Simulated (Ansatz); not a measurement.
# AlGeH₂OF: basis-set convergence

How large a basis does AlGeH₂OF need? Two functionals are run in growing sets.

Program: Ansatz 0.2.0, Gaussian basis. Level of theory: one geometry, several basis sets. These are calculated values, not measurements.

Plan: PBE0-D4/def2-SVP; ωB97M-V/def2-SVP; PBE0-D4/def2-QZVPP; ωB97M-V/def2-QZVPP; the functionals' def2-TZVPP values are taken from earlier runs.

## (1) Structure used throughout

An earlier PBE0-D4 in a triple-zeta def2 set relaxation fixed the geometry.

SMILES `[F][GeH]1[O][AlH]1`, 6 atoms, charge 0, spin multiplicity 1.

Atoms are counted from 1 here; the program's logs count them from 0.

Bond lengths: F1–Ge2 1.747 Å, Ge2–O3 1.859 Å, Ge2–Al4 2.334 Å, Ge2–H5 1.542 Å, O3–Al4 1.702 Å, Al4–H6 1.572 Å. Angles: F1–Ge2–O3 107.1°, F1–Ge2–Al4 118.5°, F1–Ge2–H5 102.6°, O3–Ge2–Al4 46.2°, O3–Ge2–H5 110.8°, Al4–Ge2–H5 136.6°, Ge2–O3–Al4 81.8°, Ge2–Al4–O3 52.0°, Ge2–Al4–H6 168.3°, O3–Al4–H6 139.7°.

## (2) PBE0-D4 in def2-SVP

in.yaml reads:

```yaml
crystal:
  periodic: [false, false, false]
  atoms:
    - {symbol: F, position_ang: [1.350443, -1.720150, 0.670584]}
    - {symbol: Ge, position_ang: [0.896342, -0.291166, -0.226522]}
    - {symbol: O, position_ang: [-0.925228, -0.420743, -0.574827]}
    - {symbol: Al, position_ang: [-0.972678, 0.916374, 0.477112]}
    - {symbol: H, position_ang: [1.713040, -0.435098, -1.526884]}
    - {symbol: H, position_ang: [-2.019819, 1.886783, 1.134437]}
basis:
  gaussian: {orbitals: def2-SVP}
hamiltonian: {xc: pbe0, dispersion: d4}
output: {orbitals: {seedname: orbitals}}
```

The run is started by

```sh
$ ansatz run in.yaml --threads 2 --pin off --events-out ev --progress --plain --max-ram 4352MiB
```

The runs that follow: ωB97M-V in def2-SVP; PBE0-D4 in def2-QZVPP; ωB97M-V in def2-QZVPP.

**Question.** What will the summary of the whole plan be? Wanted: PBE0-D4: double and triple zeta above quadruple; ωB97M-V: double and triple zeta above quadruple.

The runs gave:

| quantity | value |
| --- | --- |
| PBE0-D4: double and triple zeta above quadruple | 17.35, 1.72 eV |
| ωB97M-V: double and triple zeta above quadruple | 17.36, 1.65 eV |

In words: For PBE0-D4 the step from double to triple zeta gains 15.64 eV and the next only 1.72 eV. Total energies overstate the basis error of differences, where much of it tends to cancel.
